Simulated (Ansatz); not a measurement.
Consider a scan of the energy under strain of LaRu2, space group Fd-3m (the Ansatz DFT code, driven from Python).

Script `strain.py`:
```python
"""Energy of LaRu2 under shear strain, ions carried with the cell."""

import ansatz as az
import numpy as np

params = {
    "functional": "pbesol",
    "vdw": "D4",
    "occupations": "Gaussian",
    "kgrid": (8, 8, 8),
}

VECTORS = np.array([
    [0.0, 3.855, 3.855],
    [3.855, 0.0, 3.855],
    [3.855, 3.855, 0.0],
])
SITES = [
    ("La", (0.0, 0.0, 0.0)),
    ("La", (0.25, 0.25, 0.25)),
    ("Ru", (0.625, 0.625, 0.625)),
    ("Ru", (0.125, 0.625, 0.625)),
    ("Ru", (0.625, 0.625, 0.125)),
    ("Ru", (0.625, 0.125, 0.625)),
]


def on_lattice(cell):
    crystal = az.Crystal(lattice=az.Lattice.of(cell))
    for symbol, position in SITES:
        crystal = crystal.atom(symbol, position)
    return crystal


def main() -> None:
    # clamped ions: the fractional positions stay as typed
    values = np.linspace(-0.02, 0.02, 7)
    energies = []
    for d in values:
        strain = np.array([[0, d / 2, 0], [d / 2, 0, 0], [0, 0, 0]])
        cell = VECTORS @ (np.eye(3) + strain)
        calc = (
            on_lattice(cell).calculation()
            .functional(params["functional"], dispersion=params["vdw"])
            .occupations(params["occupations"])
            .pseudopotentials("paw")
            .basis(18 * az.Ha)
            .kpoints(*params["kgrid"])
        )
        data = calc.run(threads=1).report
        energies.append(data["free_energy_ev"] / len(SITES))
        print(f"d = {d:+.4f}  F = {energies[-1]:.5f} eV/atom")
    energies = np.array(energies)

    for value, e in zip(values, energies):
        print(f"strain {value:7.3f}   E - Emin = {1000 * (e - energies.min()):9.3f} meV/atom")
    curvature = 2 * np.polyfit(values, energies, 3)[1]
    volume = abs(np.linalg.det(VECTORS)) / len(SITES)
    print(f"d2E/dd2 over the volume: {curvature / volume * 160.21766:.1f} GPa")


if __name__ == "__main__":
    main()
```

How much energy does this shear strain cost, and what curvature follows?

Against the unstrained cell the energy per atom changes by +0.04 meV at one end of the scan and +0.04 meV at the other, and its second derivative over the volume is 1.9 GPa.

What the script printed:

```console
$ python strain.py
d = -0.0200  F = -5931.72677 eV/atom
d = -0.0133  F = -5931.72679 eV/atom
d = -0.0067  F = -5931.72681 eV/atom
d = +0.0000  F = -5931.72681 eV/atom
d = +0.0067  F = -5931.72681 eV/atom
d = +0.0133  F = -5931.72679 eV/atom
d = +0.0200  F = -5931.72677 eV/atom
strain  -0.020   E - Emin =     0.044 meV/atom
strain  -0.013   E - Emin =     0.020 meV/atom
strain  -0.007   E - Emin =     0.004 meV/atom
strain   0.000   E - Emin =     0.000 meV/atom
strain   0.007   E - Emin =     0.004 meV/atom
strain   0.013   E - Emin =     0.020 meV/atom
strain   0.020   E - Emin =     0.045 meV/atom
d2E/dd2 over the volume: 1.9 GPa
```

Reading the output:
- Absolute energies stand on the zero of these potentials, so only differences at equal settings mean something.
- Dispersion corrections can be off by several per cent in the lattices of metals, and by several GPa in the pressure at a fixed cell.
- The curvature belongs to this strain pattern and to the cell's stress; it equals a single elastic constant only for simple patterns.
- In a metal a curvature from energy changes of a few meV or less hangs on mesh and smearing, in size and even in sign.
- The structure is a deposited one; some such entries were measured under pressure or heat, so a shift against it needn't be the functional's error alone.
- The ions keep their fractional positions (clamped ions).
- Wall time of the script: 3.1 min on 1 thread of Arm Neoverse V2, with other jobs on the host, peak memory 0.78 GiB.
